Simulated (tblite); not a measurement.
# C5H11BCl2Si: the cost of one run

The runs use tblite 0.8.0 and PySCF 2.14.0, with density-fitted response routines of our own; the level of theory stands in each step. All values are computed, except where a source is named. Atoms are numbered from 0 throughout.

**1. Starting geometry**

20 atoms, charge 0, multiplicity 1; geometry from: force field or distance geometry start.

Bonds of the start (Å): C0–C1 1.34, C1–C2 1.48, C1–B3 1.57, B3–Si4 1.95, Si4–C5 1.89, C5–C6 1.51, C6–Cl7 1.75, C6–Cl8 1.78, C0–H9 1.11, C0–H10 1.06, C2–H11 1.12, C2–H12 1.10, C2–H13 1.11, B3–H14 1.20, Si4–H15 1.47, Si4–H16 1.47, C5–H17 1.12, C5–H18 1.10, C6–H19 1.13.

**2. Optimising the geometry with GFN2-xTB**

Job settings and geometry (Å):

```
{"job": {"kind": "relax", "xc": "GFN2-xTB", "basis": "xTB"}, "charge": 0, "multiplicity": 1}
C      2.544400    -0.805500     1.094900
C      2.099700     0.030100     0.140600
C      2.929200     0.440600    -1.013600
B      0.649100     0.629000     0.225100
Si    -0.813700    -0.658700     0.178200
C     -2.251700     0.059400    -0.821000
C     -3.263800     0.510100     0.209600
Cl    -4.704900     1.224200    -0.481000
Cl    -3.653200    -0.958100     1.144100
H      1.810600    -1.019200     1.902000
H      3.510400    -1.253000     1.109900
H      2.518800     1.382000    -1.453600
H      3.030700    -0.348700    -1.766200
H      3.934300     0.696700    -0.607500
H      0.490800     1.563600     0.962300
H     -0.310300    -1.889500    -0.437300
H     -1.266700    -0.902900     1.558700
H     -2.667500    -0.782800    -1.423900
H     -1.869900     0.887700    -1.441000
H     -2.721500     1.205800     0.916600
```

Run with:

```bash
> OMP_NUM_THREADS=1 python probes_run.py task.json out
```

One launch serves the whole session: the jobs run in the order shown.

Q: Estimate the wall time and peak memory of this first job on 1 thread of Arm Neoverse N1, shared host.

About 4.9 s, with a peak of 0.18 GiB.
